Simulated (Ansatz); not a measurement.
# Cl₂FOSn radical: a spread of methods and bases

How do the results and run time of Cl₂FOSn radical respond when the settings are drawn wide?

Program: Ansatz 0.2.0, Gaussian basis. Level of theory: the settings change from run to run. These are calculated values, not measurements.

### Step 1. The geometry

An earlier PBE0-D4 in a triple-zeta def2 set relaxation fixed the geometry. Sn takes a core potential in def2 sets; no spin-orbit term is included.

SMILES `[O][Sn]([F])([Cl])[Cl]`, 5 atoms, charge 0, spin multiplicity 2.

Atoms are counted from 1 here; the program's logs count them from 0.

Bond lengths: O1–Sn2 1.967 Å, Sn2–F3 1.893 Å, Sn2–Cl4 2.277 Å, Sn2–Cl5 2.278 Å. Angles: O1–Sn2–F3 109.2°, O1–Sn2–Cl4 109.4°, O1–Sn2–Cl5 108.9°, F3–Sn2–Cl4 107.2°, F3–Sn2–Cl5 107.5°, Cl4–Sn2–Cl5 114.5°.

### Step 2. r2SCANh/def2-TZVPP

Options: a point charge of 1.00 e beside it.

The input, in.yaml:

```yaml
crystal:
  periodic: [false, false, false]
  atoms:
    - {symbol: O, position_ang: [-0.217105, -0.337025, 1.949719]}
    - {symbol: Sn, position_ang: [0.032082, -0.041624, 0.020901]}
    - {symbol: F, position_ang: [1.498279, -1.075534, -0.583230]}
    - {symbol: Cl, position_ang: [-1.813110, -0.767892, -1.099272]}
    - {symbol: Cl, position_ang: [0.549856, 2.148475, -0.329519]}
basis:
  gaussian: {orbitals: def2-TZVPP, point_charges: [{charge: 1.00, position_ang: [4.682, -0.969, 0.847]}]}
magnetization: {spin_polarized: true, initial_magnetization: 1}
hamiltonian: {xc: {name: r2SCANh}}
output: {forces: true}
```

Run with:

```console
ansatz run in.yaml --threads 4 --pin off --events-out ev --progress --plain --max-ram 10444MiB
```

The program printed, shortened:

```text
Functional definition: r2SCANh
  name "r2SCANh"
  cite "Bursch, Neugebauer, Ehlert & Grimme, J. Chem. Phys. 156, 134105 (2022) doi:10.1063/5.0086040"
  cite "Furness, Kaplan, Ning, Perdew & Sun, J. Phys. Chem. Lett. 11, 8208 (2020) doi:10.1021/acs.jpclett.0c02405"
  cite "Furness, Kaplan, Ning, Perdew & Sun, J. Phys. Chem. Lett. 11, 9248 (2020) doi:10.1021/acs.jpclett.0c03077"
  parent r2scan
[...]
1298 factors; their error is unknown
[...]
mean field -35643.06911289 eV, -1309.8586301588 hartree, gradient 6.4e-6 eV, S^2 0.755900; 2 other end points of the search recorded, 0 dependent functions left out
[...]
reference -35643.06912611 eV, -1309.8586306444 hartree; 37, 36 occupied and 159, 160 virtual orbitals, 1298 factors
Total energy: -35643.06912611 eV, -1309.8586306444 hartree
Atom 0 at    -0.217105    -0.337025     1.949719 Å, force     0.250759    -0.020091    -0.022793 eV/Å
Atom 1 at     0.032082    -0.041624     0.020901 Å, force    -1.274285     0.332843    -0.131666 eV/Å
Atom 2 at     1.498279    -1.075534    -0.583230 Å, force     0.764844    -0.192179     0.112899 eV/Å
Atom 3 at    -1.813110    -0.767892    -1.099272 Å, force     0.258289     0.029651     0.088234 eV/Å
Atom 4 at     0.549856     2.148475    -0.329519 Å, force     0.141765    -0.101437     0.054586 eV/Å
Dipole moment:    -0.457926     0.231225    -0.113185 e Å
```

Wall time 22 s (4 threads of Intel Xeon Platinum 8488C, shared host); peak memory 1.2 GiB.

Largest force 1.324 eV/Å, dipole 2.52 D, ⟨S²⟩ 0.756.

### Step 3. RPBE/def2-SVPD

This run has atoms shaken by 0.03 Å, D3(BJ) dispersion, high accuracy.

The input, in.yaml:

```yaml
crystal:
  periodic: [false, false, false]
  atoms:
    - {symbol: O, position_ang: [-0.211244, -0.328297, 2.014236]}
    - {symbol: Sn, position_ang: [-0.001242, 0.002323, 0.020352]}
    - {symbol: F, position_ang: [1.518495, -1.074482, -0.608552]}
    - {symbol: Cl, position_ang: [-1.846327, -0.782975, -1.106595]}
    - {symbol: Cl, position_ang: [0.529460, 2.161455, -0.367478]}
basis:
  gaussian: {orbitals: def2-SVPD}
magnetization: {spin_polarized: true, initial_magnetization: 1}
hamiltonian: {xc: {name: RPBE}, dispersion: d3bj}
accuracy: high
output: {forces: true}
```

Launched as before.

The program printed, shortened:

```text
Functional definition: RPBE
  name "RPBE"
  cite "Hammer, Hansen & Nørskov, Phys. Rev. B 59, 7413 (1999) doi:10.1103/PhysRevB.59.7413"
  cite "Perdew, Burke & Ernzerhof, Phys. Rev. Lett. 77, 3865 (1996) doi:10.1103/PhysRevLett.77.3865"
[...]
2658 factors; integrals over basis functions are off by at most 3.2e-9 eV
[...]
mean field -35629.11637958 eV, -1309.3458766672 hartree, gradient 3.0e-8 eV, S^2 0.754870; 6 other end points of the search recorded, 0 dependent functions left out
[...]
reference -35629.11638331 eV, -1309.3458768040 hartree; 37, 36 occupied and 95, 96 virtual orbitals, 2658 factors
Total energy: -35630.30567986 eV, -1309.3895826463 hartree
Atom 0 at    -0.211244    -0.328297     2.014236 Å, force    -0.063265     0.040189     0.040903 eV/Å
Atom 1 at    -0.001242     0.002323     0.020352 Å, force     0.292893    -1.229665     0.511044 eV/Å
Atom 2 at     1.518495    -1.074482    -0.608552 Å, force     0.017733    -0.001021    -0.032020 eV/Å
Atom 3 at    -1.846327    -0.782975    -1.106595 Å, force    -0.548615    -0.194161    -0.293505 eV/Å
Atom 4 at     0.529460     2.161455    -0.367478 Å, force     0.301253     1.384657    -0.226421 eV/Å
Dipole moment:    -0.220043     0.245447    -0.064565 e Å
```

Run time: 15 s. Hardware: 4 threads of Intel Xeon Platinum 8488C, shared host; peak memory 0.59 GiB.

Largest force 1.435 eV/Å, dipole 1.61 D, ⟨S²⟩ 0.755.

### Step 4. B2PLYP/def2-mTZVPP

The input, in.yaml:

```yaml
crystal:
  periodic: [false, false, false]
  atoms:
    - {symbol: O, position_ang: [-0.217105, -0.337025, 1.949719]}
    - {symbol: Sn, position_ang: [0.032082, -0.041624, 0.020901]}
    - {symbol: F, position_ang: [1.498279, -1.075534, -0.583230]}
    - {symbol: Cl, position_ang: [-1.813110, -0.767892, -1.099272]}
    - {symbol: Cl, position_ang: [0.549856, 2.148475, -0.329519]}
basis:
  gaussian: {orbitals: def2-mTZVPP}
magnetization: {spin_polarized: true, initial_magnetization: 1}
hamiltonian: {xc: {name: B2PLYP}}
output: {forces: true}
```

Launched as before.

The program printed, shortened:

```text
Functional definition: B2PLYP
  name "B2PLYP"
  cite "Grimme, J. Chem. Phys. 124, 034108 (2006) doi:10.1063/1.2148954"
  cite "Becke, Phys. Rev. A 38, 3098 (1988) doi:10.1103/PhysRevA.38.3098"
  cite "Lee, Yang & Parr, Phys. Rev. B 37, 785 (1988) doi:10.1103/PhysRevB.37.785"
[...]
1336 factors; integrals over basis functions are off by at most 2.0e-4 eV
[...]
mean field -35619.03714436 eV, -1308.9754716048 hartree, gradient 9.2e-8 eV, S^2 0.756243; 3 other end points of the search recorded, 0 dependent functions left out
16 core orbitals not correlated: weight in the atoms' cores, before any rotation towards them, 1.000 or more for the frozen orbitals, at most 0.000 for the correlated occupied ones
reference -35619.03731310 eV, -1308.9754778056 hartree; 21, 20 occupied and 101, 102 virtual orbitals, 1336 factors
second order -27.80544386 eV of doubles, -0.00000000 eV of singles
[...]
Total energy: -35626.54478294 eV, -1309.2513722336 hartree
Atom 0 at    -0.217105    -0.337025     1.949719 Å, force    -0.088999    -0.076011     0.559666 eV/Å
Atom 1 at     0.032082    -0.041624     0.020901 Å, force    -0.142464     0.115257     0.012068 eV/Å
Atom 2 at     1.498279    -1.075534    -0.583230 Å, force     0.542626    -0.377551    -0.237958 eV/Å
Atom 3 at    -1.813110    -0.767892    -1.099272 Å, force    -0.419202    -0.154802    -0.251131 eV/Å
Atom 4 at     0.549856     2.148475    -0.329519 Å, force     0.108040     0.493107    -0.082645 eV/Å
Dipole moment:    -0.170077     0.150599    -0.056284 e Å
```

It took 22 s on 4 threads of Intel Xeon Platinum 8488C, shared host; peak memory 0.89 GiB.

Largest force 0.703 eV/Å, dipole 1.12 D, ⟨S²⟩ 0.756.

### Step 5. HSE06/x2c-TZVPPall

Set apart from the defaults: restricted open-shell orbitals.

Changes to in.yaml since step 4:

```diff
@@ -9,5 +9,5 @@
 basis:
-  gaussian: {orbitals: def2-mTZVPP}
-magnetization: {spin_polarized: true, initial_magnetization: 1}
-hamiltonian: {xc: {name: B2PLYP}}
+  gaussian: {orbitals: x2c-TZVPPall}
+magnetization: {spin_polarized: false, initial_magnetization: 1}
+hamiltonian: {xc: {name: HSE06}}
 output: {forces: true}
```

Launched as before.

The program printed, shortened:

```text
Functional definition: HSE06
  name "HSE06"
  cite "Heyd, Scuseria & Ernzerhof, J. Chem. Phys. 118, 8207 (2003) doi:10.1063/1.1564060"
  cite "Krukau, Vydrov, Izmaylov & Scuseria, J. Chem. Phys. 125, 224106 (2006) doi:10.1063/1.2404663"
  cite "Heyd & Scuseria, J. Chem. Phys. 120, 7274 (2004) doi:10.1063/1.1668634"
  cite "Ernzerhof & Perdew, J. Chem. Phys. 109, 3313 (1998) doi:10.1063/1.476928"
  cite "Perdew, Burke & Ernzerhof, Phys. Rev. Lett. 77, 3865 (1996) doi:10.1103/PhysRevLett.77.3865"
  parent pbe
[...]
  # The whole range is PBE's own exchange, as in plane waves. The composition of these papers is wPBEh.
[...]
1583 factors; their error is unknown
75 factors; integrals over basis functions are off by at most 3.8e-7 eV
[...]
mean field -197947.47686964 eV, -7274.4356013403 hartree, gradient 2.6e-6 eV, S^2 0.750000; 4 other end points of the search recorded, 0 dependent functions left out
[...]
reference -197947.47690071 eV, -7274.4356024823 hartree; 51, 50 occupied and 155, 156 virtual orbitals, 1583 factors
Total energy: -197947.47690071 eV, -7274.4356024823 hartree
Relativity: scalar
Atom 0 at    -0.217105    -0.337025     1.949719 Å, force    -0.008948    -0.017357     0.081604 eV/Å
Atom 1 at     0.032082    -0.041624     0.020901 Å, force    -0.028303     0.025161     0.004066 eV/Å
Atom 2 at     1.498279    -1.075534    -0.583230 Å, force     0.085176    -0.059712    -0.031110 eV/Å
Atom 3 at    -1.813110    -0.767892    -1.099272 Å, force    -0.071843    -0.031947    -0.041294 eV/Å
Atom 4 at     0.549856     2.148475    -0.329519 Å, force     0.023919     0.083855    -0.013265 eV/Å
Dipole moment:    -0.176593     0.156933    -0.059969 e Å
```

It took 41 s on 4 threads of Intel Xeon Platinum 8488C, shared host; peak memory 1.6 GiB.

Largest force 0.109 eV/Å, dipole 1.17 D.

### Step 6. CAM-B3LYP/def2-TZVP

This run has charge +1, multiplicity 1, D3(BJ) with three-body dispersion.

Changes to in.yaml since step 5:

```diff
@@ -9,5 +9,4 @@
 basis:
-  gaussian: {orbitals: x2c-TZVPPall}
-magnetization: {spin_polarized: false, initial_magnetization: 1}
-hamiltonian: {xc: {name: HSE06}}
-output: {forces: true}
+  gaussian: {orbitals: def2-TZVP}
+total_charge: 1
+hamiltonian: {xc: {name: CAM-B3LYP}, dispersion: d3bjatm}
```

Same command.

The program printed, shortened:

```text
Functional definition: CAM-B3LYP
  name "CAM-B3LYP"
  cite "Yanai, Tew & Handy, Chem. Phys. Lett. 393, 51 (2004) doi:10.1016/j.cplett.2004.06.011"
  cite "Iikura, Tsuneda, Yanai & Hirao, J. Chem. Phys. 115, 3540 (2001) doi:10.1063/1.1383587"
  cite "Becke, Phys. Rev. A 38, 3098 (1988) doi:10.1103/PhysRevA.38.3098"
  cite "Lee, Yang & Parr, Phys. Rev. B 37, 785 (1988) doi:10.1103/PhysRevB.37.785"
  cite "Vosko, Wilk & Nusair, Can. J. Phys. 58, 1200 (1980) doi:10.1139/p80-159"
[...]
  # Exact exchange under (alpha + beta erf(omega r))/r, Becke's under what is left of 1/r.
[...]
1265 factors; their error is unknown
230 factors; integrals over basis functions are off by at most 1.4e-5 eV
[...]
mean field -35629.77794031 eV, -1309.3701885754 hartree, gradient 7.7e-6 eV, S^2 0.000000; 6 other end points of the search recorded, 0 dependent functions left out
reference -35629.77806744 eV, -1309.3701932475 hartree; 36, 36 occupied and 150, 150 virtual orbitals, 1265 factors
Total energy: -35629.91851172 eV, -1309.3753544797 hartree
```

Wall time 13 s (4 threads of Intel Xeon Platinum 8488C, shared host); peak memory 0.74 GiB.

### Step 7. CAM-B3LYP/def2-mTZVP

This run has density fitting with def2-universal-jkfit.

Changes to in.yaml since step 6:

```diff
@@ -9,4 +9,5 @@
 basis:
-  gaussian: {orbitals: def2-TZVP}
-total_charge: 1
-hamiltonian: {xc: {name: CAM-B3LYP}, dispersion: d3bjatm}
+  gaussian: {orbitals: def2-mTZVP, fitting: {mean_field: def2-universal-jkfit}}
+magnetization: {spin_polarized: true, initial_magnetization: 1}
+hamiltonian: {xc: {name: CAM-B3LYP}}
+output: {forces: true}
```

Launched as before.

The program printed, shortened:

```text
Functional definition: CAM-B3LYP
  name "CAM-B3LYP"
  cite "Yanai, Tew & Handy, Chem. Phys. Lett. 393, 51 (2004) doi:10.1016/j.cplett.2004.06.011"
  cite "Iikura, Tsuneda, Yanai & Hirao, J. Chem. Phys. 115, 3540 (2001) doi:10.1063/1.1383587"
  cite "Becke, Phys. Rev. A 38, 3098 (1988) doi:10.1103/PhysRevA.38.3098"
  cite "Lee, Yang & Parr, Phys. Rev. B 37, 785 (1988) doi:10.1103/PhysRevB.37.785"
  cite "Vosko, Wilk & Nusair, Can. J. Phys. 58, 1200 (1980) doi:10.1139/p80-159"
[...]
  # Exact exchange under (alpha + beta erf(omega r))/r, Becke's under what is left of 1/r.
[...]
628 factors; integrals over basis functions are off by at most 1.6e0 eV
628 factors; integrals over basis functions are off by at most 1.5e-4 eV
[...]
mean field -35643.21230825 eV, -1309.8638924913 hartree, gradient 8.1e-8 eV, S^2 0.754363; 2 other end points of the search recorded, 0 dependent functions left out
[...]
reference -35643.21244016 eV, -1309.8638973389 hartree; 37, 36 occupied and 86, 87 virtual orbitals, 628 factors
Total energy: -35643.21244016 eV, -1309.8638973389 hartree
Atom 0 at    -0.217105    -0.337025     1.949719 Å, force    -0.044107    -0.031470     0.245575 eV/Å
Atom 1 at     0.032082    -0.041624     0.020901 Å, force    -0.137854     0.084612     0.117822 eV/Å
Atom 2 at     1.498279    -1.075534    -0.583230 Å, force     0.353440    -0.243293    -0.163639 eV/Å
Atom 3 at    -1.813110    -0.767892    -1.099272 Å, force    -0.243100    -0.097942    -0.149460 eV/Å
Atom 4 at     0.549856     2.148475    -0.329519 Å, force     0.071621     0.288094    -0.050297 eV/Å
Dipole moment:    -0.185728     0.160428    -0.045593 e Å
```

Wall time 11 s (4 threads of Intel Xeon Platinum 8488C, shared host); peak memory 0.55 GiB.

Largest force 0.459 eV/Å, dipole 1.20 D, ⟨S²⟩ 0.754.

### Step 8. PBE0-DH/ANO-RCC-VTZP

Set apart from the defaults: atoms shaken by 0.03 Å.

The input, in.yaml:

```yaml
crystal:
  periodic: [false, false, false]
  atoms:
    - {symbol: O, position_ang: [-0.242030, -0.344740, 1.953273]}
    - {symbol: Sn, position_ang: [0.083224, -0.056843, 0.019361]}
    - {symbol: F, position_ang: [1.488941, -1.085150, -0.558717]}
    - {symbol: Cl, position_ang: [-1.837415, -0.764085, -1.078956]}
    - {symbol: Cl, position_ang: [0.562707, 2.119980, -0.333409]}
basis:
  gaussian: {orbitals: ANO-RCC-VTZP}
magnetization: {spin_polarized: true, initial_magnetization: 1}
hamiltonian: {xc: {name: PBE0-DH}}
output: {forces: true}
```

The command is unchanged.

The program printed, shortened:

```text
Functional definition: PBE0-DH
  name "PBE0-DH"
  cite "Brémond & Adamo, J. Chem. Phys. 135, 024106 (2011) doi:10.1063/1.3604569"
  cite "Perdew, Burke & Ernzerhof, Phys. Rev. Lett. 77, 3865 (1996) doi:10.1103/PhysRevLett.77.3865"
[...]
1354 factors; integrals over basis functions are off by at most 8.2e-4 eV
[...]
mean field -197932.64722711 eV, -7273.8906220293 hartree, gradient 1.1e-7 eV, S^2 0.756070; 3 other end points of the search recorded, 0 dependent functions left out
30 core orbitals not correlated: weight in the atoms' cores, before any rotation towards them, 1.000 or more for the frozen orbitals, at most 0.000 for the correlated occupied ones
reference -197932.64727135 eV, -7273.8906236552 hartree; 21, 20 occupied and 145, 146 virtual orbitals, 1354 factors
second order -43.30208214 eV of doubles, -0.00000000 eV of singles
[...]
Total energy: -197938.06003162 eV, -7274.0895389262 hartree
Relativity: scalar
Atom 0 at    -0.242030    -0.344740     1.953273 Å, force     0.142500     0.046169    -0.468570 eV/Å
Atom 1 at     0.083224    -0.056843     0.019361 Å, force    -1.957621     0.309311     0.584846 eV/Å
Atom 2 at     1.488941    -1.085150    -0.558717 Å, force     1.041533    -0.742780    -0.413521 eV/Å
Atom 3 at    -1.837415    -0.764085    -1.078956 Å, force     0.681959     0.217256     0.342262 eV/Å
Atom 4 at     0.562707     2.119980    -0.333409 Å, force     0.091629     0.170045    -0.045017 eV/Å
Dipole moment:    -0.044877     0.170078    -0.077931 e Å
```

Run time: 67 s. Hardware: 4 threads of Intel Xeon Platinum 8488C, shared host; peak memory 1.3 GiB.

Largest force 2.066 eV/Å, dipole 0.92 D, ⟨S²⟩ 0.756.

### Step 9. r2SCAN/x2c-TZVPPall

Set apart from the defaults: a point charge of 1.00 e beside it.

The input, in.yaml:

```yaml
crystal:
  periodic: [false, false, false]
  atoms:
    - {symbol: O, position_ang: [-0.217105, -0.337025, 1.949719]}
    - {symbol: Sn, position_ang: [0.032082, -0.041624, 0.020901]}
    - {symbol: F, position_ang: [1.498279, -1.075534, -0.583230]}
    - {symbol: Cl, position_ang: [-1.813110, -0.767892, -1.099272]}
    - {symbol: Cl, position_ang: [0.549856, 2.148475, -0.329519]}
basis:
  gaussian: {orbitals: x2c-TZVPPall, point_charges: [{charge: 1.00, position_ang: [5.902, -0.058, 0.872]}]}
magnetization: {spin_polarized: true, initial_magnetization: 1}
hamiltonian: {xc: {name: r2SCAN}}
```

Launched as before.

The program printed, shortened:

```text
Functional definition: r2SCAN
  name "r2SCAN"
  cite "Furness, Kaplan, Ning, Perdew & Sun, J. Phys. Chem. Lett. 11, 8208 (2020) doi:10.1021/acs.jpclett.0c02405"
  cite "Furness, Kaplan, Ning, Perdew & Sun, J. Phys. Chem. Lett. 11, 9248 (2020) doi:10.1021/acs.jpclett.0c03077"
  parent r2scan
[...]
1469 factors; their error is unknown
[...]
mean field -197966.78442158 eV, -7275.1451407872 hartree, gradient 7.6e-6 eV, S^2 0.755554; 2 other end points of the search recorded, 0 dependent functions left out
reference -197966.78443057 eV, -7275.1451411175 hartree; 51, 50 occupied and 155, 156 virtual orbitals, 1469 factors
Total energy: -197966.78443057 eV, -7275.1451411175 hartree
Relativity: scalar
```

Run time: 15 s. Hardware: 4 threads of Intel Xeon Platinum 8488C, shared host; peak memory 0.66 GiB.

⟨S²⟩ 0.756.

### Step 10. The runs in one table

```tsv
level	charge	multiplicity	geometry	functions	energy (eV)	time
r2SCANh/def2-TZVPP	0	2	relaxed, point charge	196	-35643.069	22 s
RPBE/def2-SVPD	0	2	shaken	132	-35630.306	15 s
B2PLYP/def2-mTZVPP	0	2	relaxed	138	-35626.545	22 s
HSE06/x2c-TZVPPall	0	2	relaxed	206	-197947.477	41 s
CAM-B3LYP/def2-TZVP	1	1	relaxed	186	-35629.919	13 s
CAM-B3LYP/def2-mTZVP	0	2	relaxed	123	-35643.212	11 s
PBE0-DH/ANO-RCC-VTZP	0	2	shaken	196	-197938.060	67 s
r2SCAN/x2c-TZVPPall	0	2	relaxed, point charge	206	-197966.784	15 s
```

### Step 11. Results

| quantity | value |
| --- | --- |
| runs | 8 |
| quickest | CAM-B3LYP/def2-mTZVP, 11 s |
| slowest | PBE0-DH/ANO-RCC-VTZP, 67 s |
| spread of total energies, same state and geometry | 162320.9 eV |
| dipole, same state and geometry | 1.12 to 1.20 D |

Run time spans a factor of 6, from CAM-B3LYP/def2-mTZVP to PBE0-DH/ANO-RCC-VTZP. The jobs differ in tasks and options as well as level. Total energies at one charge and spin differ by 162321 eV between levels, so only differences within one level mean anything. Some of these runs are scalar-relativistic and others not, which shifts the totals of all-electron atoms past neon by eV; core potentials, where a basis has them, take the core out of the total altogether. At the PBE0-D4/def2-TZVP geometry and in the same state, runs without warnings or point charges leave forces up to 0.70 eV/Å (B2PLYP/def2-mTZVPP), against 2.1 eV/Å where the atoms were moved. At that geometry and state the dipole changes by 7 % between the lowest and highest value.
